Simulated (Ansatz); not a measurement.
# MgB2: the cost of one run

Program: Ansatz 0.2.0. Level of theory: DFT LDA, scalar-relativistic. These are calculated values, not measurements.

### 1 The structure to begin with

Symmetry: P6/mmm, No. 191, hexagonal system. The conventional cell has a = 3.085 Å, b = 3.085 Å, c = 3.523 Å, α = 90.00°, β = 90.00°, γ = 120.00°. Mg (site symmetry 6/mmm) has 12 B at 2.51 Å in its first shell of neighbours. B (site symmetry -6m2) has 3 B at 1.78 Å and 6 Mg at 2.51 Å in its first shell of neighbours.

Structure file:

```cif
data_structure
_symmetry_space_group_name_H-M 'P6/mmm'
_symmetry_Int_Tables_number 191
_cell_length_a 3.0850
_cell_length_b 3.0850
_cell_length_c 3.5230
_cell_angle_alpha 90.000
_cell_angle_beta 90.000
_cell_angle_gamma 120.000
_cell_volume 29.04
loop_
_atom_site_label
_atom_site_type_symbol
_atom_site_symmetry_multiplicity
_atom_site_Wyckoff_symbol
_atom_site_fract_x
_atom_site_fract_y
_atom_site_fract_z
_atom_site_occupancy
Mg1 Mg 1 a 0.00000 0.00000 0.00000 1
B1 B 2 d 0.33333 0.66667 0.50000 1
```

The file gives the conventional cell by its symmetry; the runs use the cell typed in the input.

The cell comes from a crystallographic database entry that wasn't checked; take it as a given geometry, which may be far from equilibrium.

Atoms are numbered in the order of the input: Mg1, B2, B3.

### 2 LAPW, all electrons

input.yaml

```yaml
crystal:
  lattice:
    - [3.0850007055, 0.0, 0.0]
    - [-1.5425003528, 2.6716889817, 0.0]
    - [0.0, 0.0, 3.523]
  atoms:
    - { symbol: Mg, position: [0.0, 0.0, 0.0] }
    - { symbol: B, position: [0.3333333333, 0.6666666667, 0.5] }
    - { symbol: B, position: [0.6666666667, 0.3333333333, 0.5] }
kpoints:
  mp_grid: { grid: [15, 15, 12] }
  band_path:
    path:
      - [0.0, 0.0, 0.0]
      - [0.5, 0.0, 0.0]
      - [0.3333333333, 0.3333333333, 0.0]
      - [0.0, 0.0, 0.0]
      - [0.0, 0.0, 0.5]
      - [0.5, 0.0, 0.5]
      - [0.3333333333, 0.3333333333, 0.5]
      - [0.0, 0.0, 0.5]
      - [0.5, 0.0, 0.5]
    npoints: 14
scf:
  occupations: { method: fermi_dirac, width: 0.05 }
hamiltonian:
  xc: lda
  pseudopotentials: { kind: all_electron, lapw: { basis_error: 0.0005 } }
output:
  forces: true
  stress: true
  eigenvalues: true
  populations: true
  dos: { projected: true, de: 0.2, e_range: [-14, 8] }
```

Launch:

```sh
$ ansatz run input.yaml --threads 1 --pin off --max-ram 4096MiB --backend cpu --events-out ev --progress --plain --runs-dir out
```

What time and memory should one allow on 1 thread of Arm Neoverse V1, shared host?

About 33 s, with a peak of 0.5 GiB.
